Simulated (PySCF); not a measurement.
**What single edits do to a PySCF run on RuH4⁻**

A base run and a few variants of its settings.

Method: each script names its method and basis; program: PySCF 2.14.0.

2 further runs of the same task are left out: 2 that didn't finish.

**1. The system as given**

RuH4⁻: 5 atoms, charge -1, spin multiplicity 2.

Bond lengths: Ru1–H2 1.656 Å, Ru1–H3 1.656 Å, Ru1–H4 1.557 Å, Ru1–H5 1.557 Å. Angles: H2–Ru1–H3 142.5°, H2–Ru1–H4 78.6°, H2–Ru1–H5 78.6°, H3–Ru1–H4 78.6°, H3–Ru1–H5 78.6°, H4–Ru1–H5 104.0°.

Coordinates:

```xyz
5
H4Ru
Ru    0.0000    0.0000   -0.0281
H     0.0000    1.5683    0.5042
H     0.0000   -1.5683    0.5042
H     1.2272    0.0000    0.9301
H    -1.2272    0.0000    0.9301
```

**2. Base script**

input.py reads:

```python
from pyscf import gto, scf
from pyscf.prop.polarizability import uhf as pol

mol = gto.M(
    atom='Ru 0 0 -0.0281; H 0 1.5683 0.5042; H 0 -1.5683 0.5042; H 1.2272 0 0.9301; H -1.2272 0 0.9301',
    basis='def2-svpd',
    ecp={'Ru': 'def2-svpd'},
    charge=-1,
    spin=1,
    verbose=4,
)
mf = scf.UHF(mol)
mf.level_shift = 0.3
mf.kernel()
print('polarizability (a.u.)')
print(pol.Polarizability(mf).polarizability().round(4))
mf.dip_moment()
print('orbital energies (hartree):', [e[max(0, n-3):n+3].round(4) for e, n in zip(mf.mo_energy, mol.nelec)])
```

Launch:

```bash
OMP_NUM_THREADS=1 python input.py
```

Its log is not repeated here.

Base result: E(SCF) = -96.288736 Eh, ⟨S²⟩ = 0.815, α(xx, yy, zz) = 53.2, 75.1, 52.3 bohr³.

The dipole of an ion depends on the origin. No search for the lowest state was made; open d or f shells can end in a higher solution.

**3. CASSCF (ROHF)**

Run 1 changes step after the SCF: polarizability → casscf; SCF type: UHF → ROHF; active space: none → 5 electrons in 6 orbitals.

input.py reads:

```python
from pyscf import gto, scf, mcscf

mol = gto.M(
    atom='Ru 0 0 -0.0281; H 0 1.5683 0.5042; H 0 -1.5683 0.5042; H 1.2272 0 0.9301; H -1.2272 0 0.9301',
    basis='def2-svpd',
    ecp={'Ru': 'def2-svpd'},
    charge=-1,
    spin=1,
    verbose=4,
)
mf = scf.ROHF(mol)
mf.level_shift = 0.3
mf.kernel()
mc = mcscf.CASSCF(mf, 6, 5)
mc.kernel()
mc.analyze()
mf.dip_moment()
print('orbital energies (hartree):', mf.mo_energy[..., max(0, mol.nelec[1]-3):mol.nelec[0]+3].round(4))
```

Launch:

```bash
OMP_NUM_THREADS=1 python input.py
```

**4. Def2-tzvp**

Run 2 changes basis set: def2-svpd → def2-tzvp.

Edit input.py of step 2 so:

```diff
@@ -5,4 +5,4 @@
     atom='Ru 0 0 -0.0281; H 0 1.5683 0.5042; H 0 -1.5683 0.5042; H 1.2272 0 0.9301; H -1.2272 0 0.9301',
-    basis='def2-svpd',
-    ecp={'Ru': 'def2-svpd'},
+    basis='def2-tzvp',
+    ecp={'Ru': 'def2-tzvp'},
     charge=-1,
```

What does the calculation give? Wanted: for each run, E(SCF); from base; gap, α spin; after the SCF.

As calculated:

| run | E(SCF) (hartree) | from base (eV) | cycles | gap, α spin (eV) | after the SCF |
| --- | --- | --- | --- | --- | --- |
| base | -96.288736 | 0 | 24 | 7.26 | n/a |
| CASSCF (ROHF) | -96.282998 | +0.1562 | 18 | n/a | CASSCF correlation -1.561 eV |
| def2-tzvp | -96.312900 | -0.6575 | 24 | 7.34 | n/a |

Distance from each run's final energy (log10 hartree) by cycle:

| run | cycle 1 | cycle 2 | cycle 3 | cycle 5 | cycle 8 | cycle 12 |
| --- | --- | --- | --- | --- | --- | --- |
| base | -0.1 | -0.3 | -1.0 | -1.7 | -2.7 | -3.9 |
| CASSCF (ROHF) | -0.1 | -0.2 | -1.0 | -2.1 | -4.0 | -6.0 |
| def2-tzvp | -0.1 | -0.3 | -1.0 | -1.6 | -2.7 | -3.9 |

In words: def2-tzvp (64 functions) gives an energy 0.66 eV lower than def2-svpd (66); size alone doesn't order basis sets of different families. The dearest run is “CASSCF (ROHF)”, at 32 s against 3.5 s.
